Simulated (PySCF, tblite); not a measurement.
# C₆H₉B₂Br: excited states

What do calculations give for the excited states of C₆H₉B₂Br (`CB(C)C1=CC=C(Br)B1`)?

Programs: tblite 0.8.0 and PySCF 2.14.0, with routines of our own; each step states its level. All values are computed. Atoms count from 0.

## 1. The starting structure

18 atoms, charge 0, multiplicity 1; geometry from: force field or distance geometry start.

## 2. Optimising the geometry with GFN2-xTB

The job: settings as JSON, then the geometry in Å.

```
{"job": {"kind": "relax", "xc": "GFN2-xTB", "basis": "xTB"}, "charge": 0, "multiplicity": 1}
C     -2.231900     0.024600     0.652100
B     -1.139800     0.144200    -0.513900
C     -1.246900     1.463300    -1.384400
C      0.282100    -0.395000    -0.123000
C      0.887500    -1.506600    -0.440400
C      2.201700    -1.631600     0.128800
C      2.509400    -0.571400     0.883400
Br     4.139600    -0.265200     1.869500
B      1.264500     0.383500     0.822600
H     -3.158700     0.595400     0.430600
H     -2.447200    -1.024100     0.932700
H     -1.809500     0.507000     1.565200
H     -2.210600     1.490700    -1.943900
H     -1.285800     2.359300    -0.709200
H     -0.421300     1.602600    -2.084700
H      0.430900    -2.261400    -1.095500
H      2.920600    -2.457700     0.010500
H      1.306800     1.548600     0.988100
```

Run with:

```sh
OMP_NUM_THREADS=1 python excited_run.py task.json out
```

The driver reads the jobs from task.json and runs them one after another.

The log of the run:

```text
step      E/eV     max force
  0    -649.68549    2.821
  1    -649.90385    1.983
  2    -650.02132    1.202
  3    -650.10138    0.490
  4    -650.12421    0.327
  5    -650.14257    0.288
  6    -650.15164    0.263
  7    -650.16034    0.259
  8    -650.16871    0.250
  9    -650.17645    0.216
 10    -650.18270    0.210
 11    -650.18826    0.232
 12    -650.19363    0.220
 13    -650.19839    0.178
 14    -650.20185    0.153
 15    -650.20463    0.189
 16    -650.20766    0.162
 17    -650.21088    0.127
 18    -650.21362    0.105
 19    -650.21577    0.093
 20    -650.21781    0.104
 21    -650.22014    0.137
 22    -650.22283    0.154
 23    -650.22582    0.144
 24    -650.22916    0.176
 25    -650.23303    0.173
 26    -650.23732    0.151
 27    -650.24157    0.150
 28    -650.24553    0.141
 29    -650.24901    0.129
 30    -650.25157    0.105
 31    -650.25311    0.081
 32    -650.25407    0.072
 33    -650.25493    0.078
 34    -650.25578    0.081
 35    -650.25638    0.051
 36    -650.25668    0.038
 37    -650.25690    0.049
 38    -650.25712    0.043
 39    -650.25731    0.035
 40    -650.25742    0.029
 41    -650.25749    0.026
 42    -650.25757    0.026
 43    -650.25769    0.032
 44    -650.25784    0.037
 45    -650.25796    0.025
 46    -650.25804    0.023
 47    -650.25810    0.023
 48    -650.25818    0.025
 49    -650.25827    0.027
 50    -650.25834    0.019
 51    -650.25840    0.020
 52    -650.25847    0.019
 53    -650.25854    0.016
 54    -650.25858    0.017
 55    -650.25860    0.018
 56    -650.25864    0.018
 57    -650.25871    0.024
 58    -650.25884    0.030
 59    -650.25900    0.032
 60    -650.25916    0.026
 61    -650.25928    0.025
 62    -650.25939    0.026
 63    -650.25951    0.025
 64    -650.25963    0.028
 65    -650.25972    0.025
 66    -650.25980    0.022
 67    -650.25991    0.033
 68    -650.26006    0.037
 69    -650.26023    0.031
 70    -650.26036    0.030
 71    -650.26046    0.029
 72    -650.26057    0.030
 73    -650.26073    0.036
 74    -650.26089    0.031
 75    -650.26103    0.024
 76    -650.26117    0.026
 77    -650.26133    0.035
 78    -650.26150    0.037
 79    -650.26166    0.030
 80    -650.26177    0.028
 81    -650.26188    0.027
 82    -650.26201    0.036
 83    -650.26219    0.043
 84    -650.26242    0.035
 85    -650.26253    0.024
 86    -650.26263    0.021
 87    -650.26270    0.021
 88    -650.26277    0.022
 89    -650.26285    0.022
 90    -650.26294    0.024
 91    -650.26308    0.029
 92    -650.26329    0.034
 93    -650.26359    0.045
 94    -650.26391    0.048
 95    -650.26424    0.069
 96    -650.26465    0.057
 97    -650.26559    0.078
 98    -650.26657    0.098
 99    -650.26796    0.107
100    -650.26921    0.091
101    -650.27051    0.167
102    -650.27199    0.102
103    -650.27335    0.097
104    -650.27549    0.160
105    -650.27669    0.107
106    -650.27755    0.068
107    -650.27848    0.114
108    -650.27918    0.092
109    -650.27973    0.069
110    -650.28052    0.055
111    -650.28110    0.070
112    -650.28154    0.034
113    -650.28174    0.043
114    -650.28192    0.033
115    -650.28207    0.031
116    -650.28238    0.042
117    -650.28273    0.043
118    -650.28335    0.061
119    -650.28427    0.087
120    -650.28568    0.094
121    -650.28716    0.083
122    -650.28836    0.067
123    -650.28910    0.068
124    -650.28967    0.063
125    -650.29011    0.081
126    -650.29072    0.093
127    -650.29143    0.084
128    -650.29251    0.060
129    -650.29305    0.058
130    -650.29375    0.079
131    -650.29418    0.068
132    -650.29462    0.065
133    -650.29533    0.047
134    -650.29559    0.035
135    -650.29573    0.031
136    -650.29587    0.044
137    -650.29593    0.018
138    -650.29599    0.012
139    -650.29602    0.012
140    -650.29605    0.010
141    -650.29608    0.009
```

Run time: 1.9 s. Hardware: 1 thread of Arm Neoverse N1, shared host.

Along the way: (not every step is listed)

```
step  energy from step 0 (eV)  largest force (eV/Å)
   0                   0.0000                2.8207
   1                  -0.2184                1.9832
   2                  -0.3358                1.2023
   3                  -0.4159                0.4895
   4                  -0.4387                0.3270
   5                  -0.4571                0.2878
   6                  -0.4662                0.2634
   7                  -0.4749                0.2593
   8                  -0.4832                0.2502
  20                  -0.5323                0.1044
  32                  -0.5686                0.0716
  44                  -0.5724                0.0373
  56                  -0.5732                0.0177
  68                  -0.5746                0.0367
  80                  -0.5763                0.0280
  92                  -0.5778                0.0341
 104                  -0.5900                0.1604
 116                  -0.5969                0.0419
 128                  -0.6070                0.0599
 136                  -0.6104                0.0440
 137                  -0.6104                0.0184
 138                  -0.6105                0.0120
 139                  -0.6105                0.0120
 140                  -0.6106                0.0101
 141                  -0.6106                0.0094
```

Distances of close pairs at the start and the end, largest changes first:

```
  bond  before (Å)  after (Å)  change (Å)
 C3–C4       1.305      1.356      +0.051
C6–Br7       1.930      1.895      -0.035
 C4–C5       1.438      1.471      +0.034
C2–H13       1.123      1.090      -0.032
C0–H11       1.116      1.089      -0.026
C2–H12       1.115      1.089      -0.026
 B1–C3       1.570      1.546      -0.024
 C0–H9       1.111      1.087      -0.024
```

The next job starts from the end point, and lists it.

## 3. Vibrational analysis with GFN2-xTB

The job: settings as JSON, then the geometry in Å.

```
{"job": {"kind": "ir", "xc": "GFN2-xTB", "basis": "xTB"}, "charge": 0, "multiplicity": 1}
C     -2.360885    -0.292961     0.319844
B     -1.068837     0.432687    -0.230868
C     -1.209964     1.751390    -1.087532
C      0.331851    -0.129940     0.102219
C      0.667683    -1.442765     0.136640
C      2.079611    -1.687115     0.471026
C      2.707145    -0.516326     0.653215
Br     4.534705    -0.380007     1.133486
B      1.694473     0.644791     0.320145
H     -3.293605     0.172893     0.012320
H     -2.387728    -1.332182    -0.004974
H     -2.352149    -0.325983     1.408600
H     -1.961016     1.648827    -1.868883
H     -1.560352     2.559010    -0.444427
H     -0.284090     2.083171    -1.549773
H      0.006889    -2.267610    -0.080942
H      2.499404    -2.675694     0.562627
H      1.948105     1.764130     0.135618
```

The log of the run:

```text
mode    cm-1     km/mol
  1     -52.6      0.51
  2      39.3      1.82
  3      51.8      2.98
  4      60.2      0.68
  5     106.4      1.11
  6     157.3      2.32
  7     210.9      0.58
  8     214.2      0.36
  9     250.9      1.27
 10     324.4      0.09
 11     359.7      0.45
 12     392.5      0.66
 13     405.4      2.13
 14     523.0      0.62
 15     676.0     69.84
 16     704.7      3.89
 17     713.8      8.80
 18     755.5      6.79
 19     815.6     66.42
 20     823.7     41.44
 21     861.6     22.45
 22     864.8      1.37
 23     870.5    103.20
 24     897.3     16.73
 25     977.3     27.66
 26    1032.3     62.11
 27    1056.0      5.16
 28    1133.0    123.54
 29    1188.3      2.98
 30    1223.1    213.75
 31    1233.7     26.22
 32    1378.5     35.93
 33    1385.4     13.53
 34    1483.5      2.50
 35    1488.3      3.88
 36    1491.5      3.43
 37    1495.6      3.42
 38    1518.1    169.24
 39    1578.8      8.97
 40    2717.9     67.81
 41    2998.7     12.49
 42    3005.4     37.55
 43    3020.0     14.48
 44    3024.2     28.96
 45    3040.7     40.64
 46    3043.9     46.70
 47    3082.3     42.17
 48    3103.6     27.57
```

Wall time 1.2 s (1 thread of Arm Neoverse N1, shared host).

Which atoms move in the most intense modes:

```
cm⁻¹  km/mol                                  atoms
 676    69.8             B8 33 %, H17 32 %, C3 15 %
 816    66.4                     H15 18 %, H16 14 %
 870   103.2  B1 21 %, H15 11 %, H13 11 %, H11 11 %
1032    62.1     C3 16 %, B8 14 %, B1 13 %, C5 11 %
1133   123.5                       B1 66 %, C2 11 %
1223   213.8             B1 35 %, C3 28 %, H16 16 %
1518   169.2     C3 36 %, C4 29 %, C6 17 %, C5 14 %
2718    67.8                               H17 91 %
```

## 4. Excited states: TDA CAM-B3LYP/def2-SVP

The job, as its differences from that of step 3:

```diff
@@ -1,2 +1,2 @@
-{"job": {"kind": "ir", "xc": "GFN2-xTB", "basis": "xTB"}, "charge": 0, "multiplicity": 1}
+{"job": {"kind": "states", "xc": "CAM-B3LYP", "basis": "def2-SVP", "tda": true, "soc": true, "nstates": 5, "ntriplets": 4, "nquad": 4}, "charge": 0, "multiplicity": 1}
 C     -2.360885    -0.292961     0.319844
```

Method: TDA CAM-B3LYP/def2-SVP excited states, vertical, gas phase, spin-orbit mean-field couplings.

The log of the run:

```text
coarse grid: 71024 points
cycle   1  E = -2857.2155862418  dE =  2.789e-01  |g| = 4.946e-01  |ddm| = 4.678e+00
cycle   2  E = -2857.2226489092  dE = -7.063e-03  |g| = 5.003e-01  |ddm| = 1.116e+00
cycle   3  E = -2857.2867033186  dE = -6.405e-02  |g| = 8.345e-02  |ddm| = 6.015e-01
cycle   4  E = -2857.2884160834  dE = -1.713e-03  |g| = 3.960e-02  |ddm| = 1.200e-01
cycle   5  E = -2857.2888384237  dE = -4.223e-04  |g| = 7.677e-03  |ddm| = 4.996e-02
cycle   6  E = -2857.2888593649  dE = -2.094e-05  |g| = 3.926e-03  |ddm| = 1.333e-02
cycle   7  E = -2857.2888676624  dE = -8.297e-06  |g| = 2.310e-03  |ddm| = 7.286e-03
final grid: 151088 points
cycle   8  E = -2857.2888712803  dE = -2.291e-06  |g| = 2.211e-03  |ddm| = 5.950e-03
cycle   9  E = -2857.2888709656  dE =  3.147e-07  |g| = 3.411e-03  |ddm| = 6.035e-03
cycle  10  E = -2857.2888737948  dE = -2.829e-06  |g| = 4.527e-04  |ddm| = 3.027e-03
cycle  11  E = -2857.2888741071  dE = -3.123e-07  |g| = 3.256e-04  |ddm| = 1.870e-03
cycle  12  E = -2857.2888741897  dE = -8.262e-08  |g| = 5.157e-05  |ddm| = 1.092e-03
cycle  13  E = -2857.2888741913  dE = -1.595e-09  |g| = 1.327e-05  |ddm| = 1.394e-04
cycle  14  E = -2857.2888741914  dE = -1.351e-10  |g| = 4.753e-06  |ddm| = 3.532e-05
converged SCF energy = -2857.2888741914

Singlet excitations
state   eV       nm        f     d(h-e)  d(exc)  Lambda  PR(NTO)  |dmu|/D   mu/D   main configurations
  1   2.2831   543.1   0.03867   0.492   2.780   0.674   1.024    1.384    2.504   H->L 0.96
  2   3.5208   352.1   0.00008   0.412   3.008   0.402   1.020    1.139    1.296   H-1->L 0.83, H-3->L 0.09
  3   4.4424   279.1   0.00035   0.708   3.093   0.471   1.041    1.943    1.113   H-3->L 0.54, H-2->L 0.15, H-6->L 0.15
  4   4.8533   255.5   0.02436   0.809   3.420   0.480   1.071    3.208    4.116   H-2->L 0.57, H-4->L 0.16, H-3->L 0.14
  5   5.0712   244.5   0.06796   0.767   3.364   0.452   1.238                     H-4->L 0.61, H-2->L 0.13

Triplet excitations (Tamm-Dancoff)
state   eV     d(h-e)  d(exc)  Lambda  PR(NTO)   main configurations
  1   1.1414   0.225   2.595   0.671   1.035   H->L 0.93
  2   3.1816   0.199   2.845   0.411   1.028   H-1->L 0.73, H-3->L 0.11
  3   3.7020   0.525   2.594   0.547   1.506   H-2->L 0.45, H-7->L 0.16, H->L+1 0.10
  4   4.0987   0.694   2.839   0.484   1.066   H-3->L 0.47, H-6->L 0.29, H-1->L 0.12
S1 - T1 = 1.1417 eV

Spin-orbit couplings |<S|Hso|T>| (cm-1)
             T1       T2       T3       T4
S0        9.902  140.126   42.350  160.605
S1        3.803  210.832   50.947  224.885
S2      208.482   38.200  314.963   90.728
S3      223.631  117.954  341.265   94.165
S4       37.148  262.909  105.927  277.265
S5       20.580  387.490   78.085  423.047
T1 sublevels (cm-1): 0.000 0.774 0.897   radiative rates (1/s): 0.654 0.0208 0.819
```

It took 90 s on 1 thread of Arm Neoverse N1, shared host; peak memory 0.88 GiB.

Key values:

```
  quantity    value
S1 less T1  1.14 eV
```

## 5. Outcome

| quantity | value |
| --- | --- |
| strongest single infrared mode (GFN2-xTB) | 1223 cm⁻¹, 214 km/mol |
| zero-point energy (GFN2-xTB) | 82.6 kcal/mol |
| S1 less T1 (step 4, TDA CAM-B3LYP/def2-SVP) | 1.14 eV |

**Reading.** The lowest mode is imaginary (53i cm⁻¹), so the xTB geometry is not a minimum. The strongest single mode, at 1223 cm⁻¹, is carried by B1, C3, H16. Unscaled tight-binding wavenumbers are off by several per cent, some by more. Its intensities can rank the bands wrongly. Scalar relativity is left out for the heavy atoms. In step 4, the number of triplets below S1 is 1, and the largest singlet-triplet spin-orbit coupling is S5–T4, 423.05 cm⁻¹.
